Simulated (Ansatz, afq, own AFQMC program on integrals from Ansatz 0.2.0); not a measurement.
# Si3Ge2H11 (doublet): AFQMC on the coupled-cluster ladder as a fragment species, def2-SVP

How near does AFQMC come to the top of the ladder for Si3Ge2H11 (doublet)?

Program: Ansatz 0.2.0, Gaussian basis, and an in-house AFQMC program (afq) on its integrals; all values are calculated. Level of theory: def2-SVP, frozen cores. These are calculated values, not measurements.

The runs, in order: CCSD(T) on UHF; PBE (unrestricted); r2SCAN (unrestricted); PBE0 (unrestricted); B3LYP (unrestricted); wB97M-V (unrestricted); B2PLYP (unrestricted); Phaseless AFQMC, CISD trial on UHF.

## Step 1: The geometry

The geometry is a PBE0/def2-SVP stationary point (not a proven minimum). No spin-orbit coupling is included. The filled d shell of Ge may be among the frozen orbitals whatever the setting's name suggests; the logs give the count.

16 atoms, charge 0, spin multiplicity 2.

Atoms are counted from 1 here; the program's logs count them from 0.

Bond lengths: Si1–Si2 2.347 Å, Si1–H6 1.496 Å, Si1–H7 1.495 Å, Si1–H8 1.496 Å, Si2–Ge3 2.390 Å, Si2–H9 1.498 Å, Si2–H10 1.498 Å, Ge3–Si4 2.396 Å, Ge3–H11 1.543 Å, Ge3–H12 1.545 Å, Si4–Ge5 2.375 Å, Si4–H13 1.496 Å, Si4–H14 1.497 Å, Ge5–H15 1.546 Å, Ge5–H16 1.547 Å. Angles: Si2–Si1–H6 109.9°, Si2–Si1–H7 111.1°, Si2–Si1–H8 109.5°, H6–Si1–H7 108.9°, H6–Si1–H8 108.6°, H7–Si1–H8 108.8°, Si1–Si2–Ge3 110.4°, Si1–Si2–H9 110.1°, Si1–Si2–H10 109.3°, Ge3–Si2–H9 110.1°, Ge3–Si2–H10 108.7°, H9–Si2–H10 108.3°, Si2–Ge3–Si4 109.5°, Si2–Ge3–H11 110.1°, Si2–Ge3–H12 109.9°, Si4–Ge3–H11 109.3°, Si4–Ge3–H12 109.9°, H11–Ge3–H12 108.1° and more.

## Step 2: CCSD(T) on UHF

in.yaml

```yaml
crystal:
  periodic: [false, false, false]
  atoms:
    - {symbol: Si, position_ang: [0.142417, 2.732108, 0.244576]}
    - {symbol: Si, position_ang: [-1.090800, 1.301513, -1.148455]}
    - {symbol: Ge, position_ang: [0.241000, -0.569905, -1.808081]}
    - {symbol: Si, position_ang: [1.211281, -1.586938, 0.132313]}
    - {symbol: Ge, position_ang: [-0.425242, -2.088559, 1.778562]}
    - {symbol: H, position_ang: [1.366464, 3.209663, -0.469934]}
    - {symbol: H, position_ang: [-0.671764, 3.917129, 0.655164]}
    - {symbol: H, position_ang: [0.566218, 1.990549, 1.472882]}
    - {symbol: H, position_ang: [-1.567025, 2.046561, -2.357023]}
    - {symbol: H, position_ang: [-2.289048, 0.798294, -0.404196]}
    - {symbol: H, position_ang: [-0.631121, -1.607357, -2.545196]}
    - {symbol: H, position_ang: [1.355330, -0.108258, -2.773181]}
    - {symbol: H, position_ang: [1.925738, -2.847487, -0.241468]}
    - {symbol: H, position_ang: [2.201660, -0.637886, 0.731290]}
    - {symbol: H, position_ang: [-1.495877, -3.099517, 1.306911]}
    - {symbol: H, position_ang: [-1.132671, -0.833200, 2.340276]}
basis:
  gaussian: {orbitals: def2-SVP}
magnetization: {spin_polarized: true, initial_magnetization: 1}
correlation: {method: ccsd_t, electrons: outside_noble_gas, hamiltonian_folder: ham}
```

The run is started by

```console
$ ansatz run in.yaml --threads 1 --pin off --events-out ev --progress --plain --max-ram 16896MiB --backend cuda --devices 0, --max-vram 18GiB
```

The program printed:

```text
Functional definition: HF
  name "HF"
  cite "Fock, Z. Phys. 61, 126 (1930) doi:10.1007/BF01340294"
  parent pbe
  exchange = exact_x
  correlation = 0
1701 factors; integrals over basis functions are off by at most 1.2e-3 eV
mean field evaluation 1: about -136683.2633 eV, gradient 1.4e1 eV
mean field evaluation 2: about -136683.2651 eV, gradient 1.4e1 eV
mean field evaluation 4: about -136685.6750 eV, gradient 2.4e0 eV
mean field evaluation 8: about -136685.7153 eV, gradient 1.1e-3 eV
mean field evaluation 16: about -136685.6748 eV, gradient 2.4e0 eV
mean field -136685.71488512 eV, -5023.1073731231 hartree, gradient 2.5e-6 eV, S^2 0.757846; 0 other end points of the search recorded, 0 dependent functions left out
43 core orbitals not correlated: weight in the atoms' cores, before any rotation towards them, 0.999 or more for the frozen orbitals, at most 0.000 for the correlated occupied ones
reference -136685.71488512 eV, -5023.1073731231 hartree; 16, 15 occupied and 114, 115 virtual orbitals, 1701 factors
second order -13.17668027 eV of doubles, -0.00000000 eV of singles
cycle   1  -15.18877887 eV  change    -2.0e0 eV  update   1.1e-1
cycle   2  -15.90545136 eV  change   -7.2e-1 eV  update   3.8e-2
cycle   3  -15.95206960 eV  change   -4.7e-2 eV  update   1.1e-2
cycle   4  -15.94753542 eV  change    4.5e-3 eV  update   4.0e-3
cycle   5  -15.94577606 eV  change    1.8e-3 eV  update   1.5e-3
cycle   6  -15.94552096 eV  change    2.6e-4 eV  update   6.7e-4
cycle   7  -15.94571827 eV  change   -2.0e-4 eV  update   3.1e-4
cycle   8  -15.94586311 eV  change   -1.4e-4 eV  update   1.1e-4
cycle   9  -15.94586829 eV  change   -5.2e-6 eV  update   4.4e-5
cycle  10  -15.94585365 eV  change    1.5e-5 eV  update   2.0e-5
perturbative correction -0.47277099 eV, -0.0173740135 hartree
Total energy: -136702.13350977 eV, -5023.7107464498 hartree
```

Wall time 4.3 s (1 × NVIDIA H100 80GB HBM3 with 1 thread of AMD EPYC 7R13 (Zen 3), shared host); peak host memory 4.1 GiB.

From the report: ⟨S²⟩ of the determinant 0.758 (pure doublet: 0.75); correlation -16.4186 eV; T1 0.013; largest double amplitude 0.02.

This run also writes the integrals to the folder ham.

## Step 3: PBE (unrestricted)

in.yaml, as its differences from that of step 2:

```diff
@@ -22,2 +22,3 @@
 magnetization: {spin_polarized: true, initial_magnetization: 1}
-correlation: {method: ccsd_t, electrons: outside_noble_gas, hamiltonian_folder: ham}
+hamiltonian: {xc: {name: PBE}}
+output: {orbitals: {seedname: orbitals}}
```

The run is started by

```console
$ ansatz run in.yaml --threads 1 --pin off --events-out ev --progress --plain --max-ram 5632MiB --backend cpu
```

The program printed:

```text
Functional definition: PBE
  name "PBE"
  cite "Perdew, Burke & Ernzerhof, Phys. Rev. Lett. 77, 3865 (1996) doi:10.1103/PhysRevLett.77.3865"
  parent pbe
  parameter kappa = 0.804
  parameter beta = 0.06672455060314922
  exchange = pbe_x(kappa = kappa, mu = beta*pi^2/3)
  correlation = pbe_c(beta = beta)
1928 factors; their error is unknown
mean field evaluation 1: about -136793.8656 eV, gradient 2.2e1 eV
mean field evaluation 2: about -136794.8953 eV, gradient 2.2e1 eV
mean field evaluation 4: about -136796.0548 eV, gradient 5.1e-1 eV
mean field evaluation 8: about -136795.8935 eV, gradient 1.0e-1 eV
mean field evaluation 16: about -136795.8936 eV, gradient 6.1e-5 eV
mean field -136795.89356336 eV, -5027.1563648664 hartree, gradient 2.9e-5 eV, S^2 0.751992; 0 other end points of the search recorded, 0 dependent functions left out
reference -136795.89361479 eV, -5027.1563667566 hartree; 59, 58 occupied and 114, 115 virtual orbitals, 1928 factors
Total energy: -136795.89361479 eV, -5027.1563667566 hartree
```

Wall time 13 s (1 thread of AMD EPYC 7R13 (Zen 3), shared host); peak memory 4.1 GiB.

From the report: ⟨S²⟩ of the determinant 0.752 (pure doublet: 0.75).

## Step 4: r2SCAN (unrestricted)

in.yaml, as its differences from that of step 3:

```diff
@@ -22,3 +22,2 @@
 magnetization: {spin_polarized: true, initial_magnetization: 1}
-hamiltonian: {xc: {name: PBE}}
-output: {orbitals: {seedname: orbitals}}
+hamiltonian: {xc: {name: r2SCAN}}
```

Launched as before.

The program printed:

```text
Functional definition: r2SCAN
  name "r2SCAN"
  cite "Furness, Kaplan, Ning, Perdew & Sun, J. Phys. Chem. Lett. 11, 8208 (2020) doi:10.1021/acs.jpclett.0c02405"
  cite "Furness, Kaplan, Ning, Perdew & Sun, J. Phys. Chem. Lett. 11, 9248 (2020) doi:10.1021/acs.jpclett.0c03077"
  parent r2scan
  parameter k0 = 0.174
  parameter k1 = 0.065
  parameter a1 = 4.9479
  exchange = r2scan_x(k0 = k0, k1 = k1, a1 = a1)
  correlation = r2scan_c
1928 factors; their error is unknown
mean field evaluation 1: about -136822.5687 eV, gradient 1.7e1 eV
mean field evaluation 2: about -136823.3146 eV, gradient 1.5e1 eV
mean field evaluation 4: about -136823.8217 eV, gradient 3.8e-1 eV
mean field evaluation 8: about -136823.8237 eV, gradient 6.8e-2 eV
mean field evaluation 16: about -136823.6646 eV, gradient 2.4e-4 eV
mean field -136823.66457930 eV, -5028.1769308785 hartree, gradient 2.8e-5 eV, S^2 0.754303; 0 other end points of the search recorded, 0 dependent functions left out
reference -136823.66459631 eV, -5028.1769315035 hartree; 59, 58 occupied and 114, 115 virtual orbitals, 1928 factors
Total energy: -136823.66459631 eV, -5028.1769315035 hartree
```

It took 25 s on 1 thread of AMD EPYC 7R13 (Zen 3), shared host; peak memory 4.1 GiB.

From the report: ⟨S²⟩ of the determinant 0.754 (pure doublet: 0.75).

## Step 5: PBE0 (unrestricted)

in.yaml, as its differences from that of step 4:

```diff
@@ -22,2 +22,3 @@
 magnetization: {spin_polarized: true, initial_magnetization: 1}
-hamiltonian: {xc: {name: r2SCAN}}
+hamiltonian: {xc: {name: PBE0}}
+output: {orbitals: {seedname: orbitals}}
```

The command is unchanged.

The program printed:

```text
Functional definition: PBE0
  name "PBE0"
  cite "Adamo & Barone, J. Chem. Phys. 110, 6158 (1999) doi:10.1063/1.478522"
  cite "Perdew, Burke & Ernzerhof, Phys. Rev. Lett. 77, 3865 (1996) doi:10.1103/PhysRevLett.77.3865"
  parent pbe
  parameter a = 0.25
  parameter kappa = 0.804
  parameter beta = 0.06672455060314922
  exchange = (1 - a)*pbe_x(kappa = kappa, mu = beta*pi^2/3) + a*exact_x
  correlation = pbe_c(beta = beta)
1701 factors; integrals over basis functions are off by at most 1.2e-3 eV
mean field evaluation 1: about -136800.9355 eV, gradient 1.3e1 eV
mean field evaluation 2: about -136801.3952 eV, gradient 1.1e1 eV
mean field evaluation 4: about -136801.6533 eV, gradient 2.4e-1 eV
mean field evaluation 8: about -136801.7007 eV, gradient 7.4e-2 eV
mean field evaluation 16: about -136801.7008 eV, gradient 2.0e-4 eV
mean field -136801.70077308 eV, -5027.3697758874 hartree, gradient 9.5e-6 eV, S^2 0.752984; 0 other end points of the search recorded, 0 dependent functions left out
reference -136801.70081188 eV, -5027.3697773135 hartree; 59, 58 occupied and 114, 115 virtual orbitals, 1701 factors
Total energy: -136801.70081188 eV, -5027.3697773135 hartree
```

Wall time 20 s (1 thread of AMD EPYC 7R13 (Zen 3), shared host); peak memory 4.7 GiB.

From the report: ⟨S²⟩ of the determinant 0.753 (pure doublet: 0.75).

## Step 6: B3LYP (unrestricted)

in.yaml, as its differences from that of step 5:

```diff
@@ -22,3 +22,2 @@
 magnetization: {spin_polarized: true, initial_magnetization: 1}
-hamiltonian: {xc: {name: PBE0}}
-output: {orbitals: {seedname: orbitals}}
+hamiltonian: {xc: {name: B3LYP}}
```

The command is unchanged.

The program printed, shortened:

```text
Functional definition: B3LYP
  name "B3LYP"
  cite "Stephens, Devlin, Chabalowski & Frisch, J. Phys. Chem. 98, 11623 (1994) doi:10.1021/j100096a001"
  cite "Becke, Phys. Rev. A 38, 3098 (1988) doi:10.1103/PhysRevA.38.3098"
  cite "Lee, Yang & Parr, Phys. Rev. B 37, 785 (1988) doi:10.1103/PhysRevB.37.785"
  cite "Vosko, Wilk & Nusair, Can. J. Phys. 58, 1200 (1980) doi:10.1139/p80-159"
[...]
1701 factors; integrals over basis functions are off by at most 1.2e-3 eV
[...]
mean field -136830.28704183 eV, -5028.4203018874 hartree, gradient 5.7e-5 eV, S^2 0.751922; 0 other end points of the search recorded, 0 dependent functions left out
reference -136830.28741100 eV, -5028.4203154541 hartree; 59, 58 occupied and 114, 115 virtual orbitals, 1701 factors
Total energy: -136830.28741100 eV, -5028.4203154541 hartree
```

It took 19 s on 1 thread of AMD EPYC 7R13 (Zen 3), shared host; peak memory 4.7 GiB.

From the report: ⟨S²⟩ of the determinant 0.752 (pure doublet: 0.75).

## Step 7: wB97M-V (unrestricted)

in.yaml, as its differences from that of step 6:

```diff
@@ -22,2 +22,3 @@
 magnetization: {spin_polarized: true, initial_magnetization: 1}
-hamiltonian: {xc: {name: B3LYP}}
+hamiltonian: {xc: {name: wB97M-V}}
+output: {orbitals: {seedname: orbitals}}
```

Launched as before.

The program printed, shortened:

```text
Functional definition: wB97M-V
  name "wB97M-V"
  cite "Mardirossian & Head-Gordon, J. Chem. Phys. 144, 214110 (2016) doi:10.1063/1.4952647"
  cite "Becke, J. Chem. Phys. 107, 8554 (1997) doi:10.1063/1.475007"
  cite "Vydrov & Van Voorhis, J. Chem. Phys. 133, 244103 (2010) doi:10.1063/1.3521275"
  # Of w^i u^j: cxij and so on, Table III.
[...]
  gx(w, u) = 1 - cx + cx01*u + cx10*w
  gss(w, u) = css00 + css04*u^4 + css10*w + css20*w^2 + css43*w^4*u^3
  gos(w, u) = cos00 + cos10*w + (cos20 + cos21*u)*w^2 + (cos60 + cos61*u)*w^6
[...]
      + integral(e_c_pw_mod_opposite_spin*gos(b97_w_opposite, b97_u_opposite)) + vv10(b, c)
1701 factors; integrals over basis functions are off by at most 1.2e-3 eV
591 factors; integrals over basis functions are off by at most 5.0e-6 eV
[...]
mean field -136816.83932182 eV, -5027.9261072922 hartree, gradient 6.1e-5 eV, S^2 0.752326; 0 other end points of the search recorded, 0 dependent functions left out
reference -136816.83938329 eV, -5027.9261095513 hartree; 59, 58 occupied and 114, 115 virtual orbitals, 1701 factors
Total energy: -136816.83938329 eV, -5027.9261095513 hartree
```

Wall time 65 s (1 thread of AMD EPYC 7R13 (Zen 3), shared host); peak memory 4.7 GiB.

From the report: ⟨S²⟩ of the determinant 0.752 (pure doublet: 0.75).

## Step 8: B2PLYP (unrestricted)

in.yaml, as its differences from that of step 7:

```diff
@@ -22,3 +22,3 @@
 magnetization: {spin_polarized: true, initial_magnetization: 1}
-hamiltonian: {xc: {name: wB97M-V}}
-output: {orbitals: {seedname: orbitals}}
+hamiltonian: {xc: {name: B2PLYP}}
+correlation: {electrons: outside_noble_gas}
```

The command is unchanged.

The program printed, shortened:

```text
Functional definition: B2PLYP
  name "B2PLYP"
  cite "Grimme, J. Chem. Phys. 124, 034108 (2006) doi:10.1063/1.2148954"
  cite "Becke, Phys. Rev. A 38, 3098 (1988) doi:10.1103/PhysRevA.38.3098"
  cite "Lee, Yang & Parr, Phys. Rev. B 37, 785 (1988) doi:10.1103/PhysRevB.37.785"
[...]
1701 factors; integrals over basis functions are off by at most 1.2e-3 eV
[...]
mean field -136787.48339321 eV, -5026.8472968142 hartree, gradient 5.4e-6 eV, S^2 0.753803; 0 other end points of the search recorded, 0 dependent functions left out
43 core orbitals not correlated: weight in the atoms' cores, before any rotation towards them, 0.999 or more for the frozen orbitals, at most 0.000 for the correlated occupied ones
reference -136787.48363143 eV, -5026.8473055684 hartree; 16, 15 occupied and 114, 115 virtual orbitals, 1701 factors
second order -16.59182175 eV of doubles, -0.00000000 eV of singles
Total energy: -136791.96342330 eV, -5027.0119348832 hartree
```

It took 25 s on 1 thread of AMD EPYC 7R13 (Zen 3), shared host; peak memory 4.7 GiB.

From the report: ⟨S²⟩ of the determinant 0.754 (pure doublet: 0.75).

## Step 9: Phaseless AFQMC, CISD trial on UHF

It reads the integrals that the CCSD(T) run on this determinant wrote.

The run is started by

```console
$ afq ham --method phaseless --trial cisd --walkers 400 --populations 10 --least-time 60 --time-step 0.005 --steps-per-block 50 --equilibration-blocks 28 --max-blocks 4000 --target-error 0.00034 --factor-cut 1e-05 --start spin_pure --seed 9586 --release-times 0.2,0.4,0.6 --release-step 0.02 --release-every 5 --taylor-order 6
```

The program printed:

```text
orbitals 130  electrons 16 15  factors 1143 of 1701
reference energy -5023.10737312 Eh
CCSD correlation -0.58599949 Eh in 12 cycles, weight of the determinant in the CISD state 0.7306
energy of the start -5023.692839 Eh
 block  time / (1/Eh)  mean weight  energy / Eh
     1     0.250  0.9983  -5023.660427
     2     0.500  0.9992  -5023.663997
     3     0.750  0.9995  -5023.672019
     4     1.000  1.0002  -5023.679376
     5     1.250  1.0014  -5023.685892
     6     1.500  1.0008  -5023.693263
     7     1.750  0.9999  -5023.699672
     8     2.000  0.9989  -5023.703340
     9     2.250  0.9994  -5023.703054
    10     2.500  1.0001  -5023.705072
    17     4.250  0.9992  -5023.711054
    25     6.250  1.0006  -5023.711197
    33     8.250  1.0000  -5023.713866
    41    10.250  1.0007  -5023.717548
    49    12.250  0.9991  -5023.714491
    57    14.250  1.0000  -5023.718221
    65    16.250  0.9983  -5023.714534
    73    18.250  0.9993  -5023.715094
    81    20.250  1.0001  -5023.713499
    89    22.250  1.0008  -5023.709429
    97    24.250  1.0001  -5023.714358
   105    26.250  1.0003  -5023.719870
   113    28.250  1.0000  -5023.713064
   121    30.250  0.9996  -5023.713577
   129    32.250  1.0014  -5023.712223
   137    34.250  1.0003  -5023.709077
   145    36.250  0.9996  -5023.712351
   153    38.250  1.0009  -5023.711864
   161    40.250  1.0014  -5023.715004
   169    42.250  0.9997  -5023.712726
   177    44.250  1.0008  -5023.713062
   185    46.250  1.0006  -5023.715787
   193    48.250  1.0005  -5023.714102
   201    50.250  0.9996  -5023.715289
   209    52.250  0.9986  -5023.711895
   217    54.250  0.9976  -5023.713767
   225    56.250  0.9989  -5023.718475
   233    58.250  1.0007  -5023.708089
   241    60.250  0.9996  -5023.708996
   249    62.250  0.9999  -5023.715882
   257    64.250  1.0002  -5023.716340
   265    66.250  1.0002  -5023.714165
   273    68.250  1.0006  -5023.714586
   281    70.250  1.0002  -5023.712802
   289    72.250  0.9987  -5023.716974
   297    74.250  0.9999  -5023.713002
   305    76.250  1.0011  -5023.711053
   313    78.250  0.9999  -5023.708506
   321    80.250  1.0006  -5023.712485
   329    82.250  1.0006  -5023.711959
error from the spread of 10 populations
released: time / (1/Eh)  energy / Eh  error  mean overlap
  0.20  -5023.714035  0.000416  0.9966
  0.40  -5023.714364  0.000339  0.9886
  0.60  -5023.714846  0.000309  0.9795
energy -5023.713258 +/- 0.000523 Eh
```

It took 5.8 min on 1 × NVIDIA H100 80GB HBM3 with 2 threads of AMD EPYC 7R13 (Zen 3), shared host; peak host memory 4.7 GiB.

Energy -136702.2019 ± 0.0142 eV. Caveats: constraint bias not in the error; error above the target.

## Step 10: AFQMC on the ladder

On the UHF determinant, counted from CCSD(T) (a yardstick, not exact):

```tsv
level	energy (eV)	from CCSD(T) (kcal/mol)	statistical error (kcal/mol)	time
HF	-136685.7149	+378.62		
MP2	-136698.8916	+74.76		
CCSD	-136701.6607	+10.90		
CCSD(T)	-136702.1335	0.00		
Phaseless AFQMC, CISD trial, step 0.005, 400 walkers	-136702.2019	-1.58	0.33	5.8 min
```

The functionals' totals stand on their own zeros and serve differences with other points: PBE -136795.894 eV; r2SCAN -136823.665 eV; PBE0 -136801.701 eV; B3LYP -136830.287 eV; wB97M-V -136816.839 eV; B2PLYP -136791.963 eV.

## Step 11: What came out

```
                                       quantity                  value
Phaseless AFQMC, CISD trial on UHF from CCSD(T)  -1.58 ± 0.33 kcal/mol
```

In words: On UHF the phaseless walk with the CISD trial lies -1.58 kcal/mol from CCSD(T), 5 times its error bar. Error bars are statistical and leave out the constraint, the time step and what remains of the start.
